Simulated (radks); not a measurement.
# Zr²⁺ in [Kr] 4d2: an all-electron calculation

What are the levels of the zirconium ion Zr2+, how large are its shells, and how does its energy divide?

The numbers are computed with radks (a radial shooting solver on a logarithmic mesh, Libxc functionals) version 1 (scalar-relativistic Kohn-Sham, r2SCAN, spin-polarised, spherical densities, finite nucleus; open shells are filled with parallel spins first), except any that are marked as measured or tabulated.

## Step 1: Starting point

| Quantity | Value |
| --- | --- |
| element | zirconium (Z = 40) |
| charge | +2 |
| electrons | 38 |
| configuration | [Kr] 4d2 |
| nuclear rms radius | 4.2694 fm |

Outer shells as boxes (Hund's rule):

Zr²⁺
```
[Kr] core
4d [↑ ][↑ ][  ][  ][  ]
```

## Step 2: The run

Settings of this run:

```text
Z 40
configuration [Kr] 4d2
relativity scalar-relativistic
functional r2scan,r2scan
spin polarised
nucleus finite rms 4.2694 fm
c 137.035999084
```

**Question.** What will this run give?

**Answer**, as computed:

```
                        quantity                   value
                    total energy     -3598.34518 hartree
exchange-correlation share of it                  3.17 %
                            −T/E                  1.0282
          highest occupied level       4d up, -17.781 eV
    most extended occupied level  4d up, <r> = 1.98 bohr
 radius at density 0.001 e/bohr³               3.62 bohr
    maxima of the radial density                       4
         ionisation energy, NIST   23.170 (semi-emp.) eV
```

**Reading.** The radial density shows 4 maxima for 4 occupied principal shells. Relativity lifts −T/E to 1.028. The top level binds by 17.781 eV, 77 % of the NIST ionisation energy of 23.170 eV; the potential of a semilocal functional falls off too fast, so its top eigenvalue is too shallow. Open shells are spherical and high-spin; term and fine-structure splittings are not resolved.
